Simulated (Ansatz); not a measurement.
HfB2, space group P6/mmm, a projected density of states

Program: the Python package of Ansatz (0.2.0).

At the Python prompt:
```pycon
>>> from dataclasses import dataclass
>>> import ansatz
>>> import numpy as np
>>> @dataclass(frozen=True)
... class RunConfig:
...     xc: str = 'pbe'
...     k_density: float = 4.1
...     smearing: str = 'fermi_dirac'
...     width_ev: float = 0.15
...     tolerance: float = 1e-09
...     n_empty: int = 12
...
>>> opts = RunConfig()
>>> xtal = (
...     ansatz.Lattice.from_parameters(3.14, 3.14, 3.48, alpha=90.0, beta=90.0, gamma=120.0)
...     .atom('Hf', (0.0, 0.0, 0.0))
...     .atom('B', (1 / 3, 2 / 3, 0.5))
...     .atom('B', (2 / 3, 1 / 3, 0.5))
... )
>>> xtal.resolved().sites[-1]
Site(symbol='B', position=(0.6666666666666666, 0.3333333333333333, 0.5), moment=None, axis=None, held=None, saved=None)
>>> calc = (
...     xtal.calculation()
...     .functional(opts.xc)
...     .kpoints(density=opts.k_density)
...     .occupations(opts.smearing, width=opts.width_ev)  # smearing steadies the SCF of a metal
...     .scf(tolerance=opts.tolerance)
...     .scf(extra_bands=opts.n_empty)
...     .density_of_states(projected=True, energy_step=0.05)  # states per eV and cell
... )
>>> out = calc.run()
DeckWarning: basis.ecutwfc = 420 eV, auto-derived from the records' recommended cutoffs: set by Hf (normal level)
>>> summary = out.report
>>> summary['mixing_algorithm'], summary['preconditioner'], summary['eigensolver']
('MSR1', 'none', 'band_cg')
>>> out.unlabelled_reasons
['no_forces']
>>> summary['published_state_doubts']
[]
>>> dos = out.density_of_states()
>>> energy = np.asarray(dos.energies_ev) - dos.fermi_ev
>>> curves = {}
>>> for site in out.projected_density_of_states().sites:
...     for shell in site.shells:
...         weight = sum(np.sum(curve.g_bin_mean_per_ev, axis=0) for curve in shell.curves)
...         name = f'{site.species} {shell.label}'
...         curves[name] = curves.get(name, 0) + weight
...
>>> print('E-EF   ' + ' '.join(f'{name:>8s}' for name in curves))
E-EF      Hf 5S    Hf 6S    Hf 5P    Hf 5D    Hf 4F     B 2S     B 2P
>>> for e in np.arange(-6, 6 + 0.1, 0.5):
...     print(f'{e:5.1f}  ' + ' '.join(f'{np.interp(e, energy, g):8.3f}' for g in curves.values()))
...
 -6.0     0.007    0.019    0.010    0.124    0.003    0.061    0.361
 -5.5     0.006    0.021    0.019    0.154    0.003    0.049    0.626
 -5.0     0.006    0.033    0.018    0.277    0.004    0.064    0.830
 -4.5     0.004    0.027    0.021    0.320    0.004    0.056    0.860
 -4.0     0.003    0.033    0.033    0.415    0.003    0.035    0.965
 -3.5     0.001    0.020    0.041    0.570    0.005    0.027    1.335
 -3.0     0.000    0.003    0.025    0.403    0.002    0.010    0.773
 -2.5     0.000    0.004    0.012    0.571    0.002    0.008    0.456
 -2.0     0.000    0.012    0.005    0.619    0.002    0.006    0.303
 -1.5     0.000    0.011    0.002    0.500    0.002    0.003    0.206
 -1.0     0.000    0.005    0.001    0.288    0.001    0.001    0.110
 -0.5     0.000    0.001    0.000    0.119    0.000    0.001    0.033
  0.0     0.000    0.001    0.000    0.111    0.000    0.001    0.030
  0.5     0.000    0.003    0.000    0.181    0.001    0.001    0.077
  1.0     0.000    0.004    0.001    0.429    0.001    0.006    0.204
  1.5     0.000    0.012    0.002    0.717    0.002    0.045    0.384
  2.0     0.000    0.017    0.002    0.646    0.002    0.054    0.303
  2.5     0.000    0.013    0.001    0.683    0.001    0.052    0.238
  3.0     0.000    0.017    0.001    0.857    0.001    0.057    0.251
  3.5     0.000    0.023    0.001    0.897    0.001    0.072    0.248
  4.0     0.000    0.038    0.001    0.875    0.001    0.094    0.283
  4.5     0.001    0.063    0.002    1.145    0.001    0.146    0.387
  5.0     0.001    0.086    0.002    1.278    0.001    0.218    0.365
  5.5     0.003    0.128    0.001    0.913    0.001    0.204    0.274
  6.0     0.001    0.072    0.001    0.714    0.001    0.209    0.343
```

Reading the output:
- For a metal this k-point mesh is coarse: on a finer one energies can move by several to tens of meV an atom and pressures by half a GPa or more, differences at one mesh by less.
- Spin-orbit coupling, which matters for elements this heavy, is left out.
- The structure is a deposited one; some such entries were measured under pressure or heat, so a shift against it needn't be the functional's error alone.
- Warnings are shown shortened and without file and line.
- Curves are summed over the cell's atoms. Only shells that the potentials hold have channels, so projections don't add up to the total, least of all where a shell is missing (p of most metals); heights and places of peaks move with the mesh.
- The density of states is complete only as far up as bands were computed.
- Run time: 4.9 s on 1 thread of Intel(R) Xeon(R) Platinum 8259CL CPU @ 2.50GHz (Skylake/Cascade Lake), on a shared host, peak memory 0.43 GiB.
